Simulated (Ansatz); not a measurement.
Predict the output of the script below (Ansatz 0.2.0, Python API).

The script, `moos_compress.py`:
```python
import ansatz
import numpy as np
import pandas as pd

def edges_and_angles(cell):
    cell = np.asarray(cell)
    a, b, c = np.linalg.norm(cell, axis=1)
    cosines = cell[1] @ cell[2] / (b * c), cell[0] @ cell[2] / (a * c), cell[0] @ cell[1] / (a * b)
    return (a, b, c, *np.degrees(np.arccos(cosines)))


def main() -> None:
    lattice = ansatz.Lattice.of(
        [2.781756, 0.0, 0.0],
        [-1.390878, 2.409071, 0.0],
        [0.0, 0.0, 4.507055],
    )
    sites = [
        ('Mo', [2 / 3, 1 / 3, 0.5]),
        ('Os', [1 / 3, 2 / 3, 0.0]),
    ]
    moos = ansatz.Crystal(lattice=lattice)
    for symbol, position in sites:
        moos = moos.atom(symbol, position)

    model = (
        moos.calculation()
        .functional('pbesol')
        .kpoints(14, 14, 8, center='gamma')
        .occupations('methfessel_paxton', width=0.15)
    )

    rows = []
    for pressure in [-2, 0, 2, 5, 10]:
        out = model.relax(cell=True, pressure=pressure, max_steps=100).run(threads=1)
        cell = out.lattice.cell_ang
        n_atoms = len(out.lattice.sites)
        volume = abs(np.linalg.det(cell)) / n_atoms
        enthalpy = out.report['free_energy_ev'] / n_atoms + pressure * volume / 160.21766
        rows.append((pressure, volume, enthalpy, *edges_and_angles(cell)))
        print(f'{pressure} GPa done: {volume:.4f} A^3/atom')

    table = pd.DataFrame(rows, columns=['P_GPa', 'V_A3_atom', 'H_eV_atom', 'a', 'b', 'c', 'alpha', 'beta', 'gamma'])
    print(table.round(4).to_string(index=False))
    p, v = np.array([row[0] for row in rows], float), np.array([row[1] for row in rows])
    print('mean bulk modulus between rows (GPa):', np.round(-np.diff(p) / np.diff(np.log(v)), 1))


if __name__ == '__main__':
    main()
```

```console
$ python moos_compress.py
DeckWarning: basis.ecutwfc = 420 eV, auto-derived from the records' recommended cutoffs: set by Mo (normal level)
-2 GPa done: 14.6609 A^3/atom
0 GPa done: 14.5744 A^3/atom
2 GPa done: 14.4905 A^3/atom
5 GPa done: 14.3697 A^3/atom
10 GPa done: 14.1792 A^3/atom
 P_GPa  V_A3_atom  H_eV_atom      a      b      c  alpha  beta  gamma
    -2    14.6609 -8074.3675 2.7580 2.7580 4.4510   90.0  90.0  120.0
     0    14.5744 -8074.1850 2.7524 2.7524 4.4428   90.0  90.0  120.0
     2    14.4905 -8074.0036 2.7470 2.7470 4.4349   90.0  90.0  120.0
     5    14.3697 -8073.7334 2.7391 2.7391 4.4232   90.0  90.0  120.0
    10    14.1792 -8073.2879 2.7265 2.7265 4.4048   90.0  90.0  120.0
mean bulk modulus between rows (GPa): [337.8 346.7 358.2 374.7]
```
(Warnings from the package without file and line.)

The volume falls from 14.66 Å³ an atom at -2 GPa to 14.18 at 10 GPa, by 3.3 %. Between -2 and 0 GPa, -V dP/dV is about 338 GPa, a mean over that step.

What to keep in mind:
- Total energies depend on the potentials; only differences at equal settings carry meaning.
- The run is spin-unpolarised.
- At a fixed pressure a relaxation lowers the enthalpy F + PV, while F alone can rise.
- Spin-orbit coupling, which matters for elements this heavy, is left out.
- This cell is a computed structure, which may not be the phase found in nature.
- Symmetry holds the cell in this phase, whether or not it is the stable one at each pressure.
- Timing: 63 s on 1 thread of Intel(R) Xeon(R) 6975P-C (Granite Rapids), with other jobs on the host, peak memory 0.55 GiB.
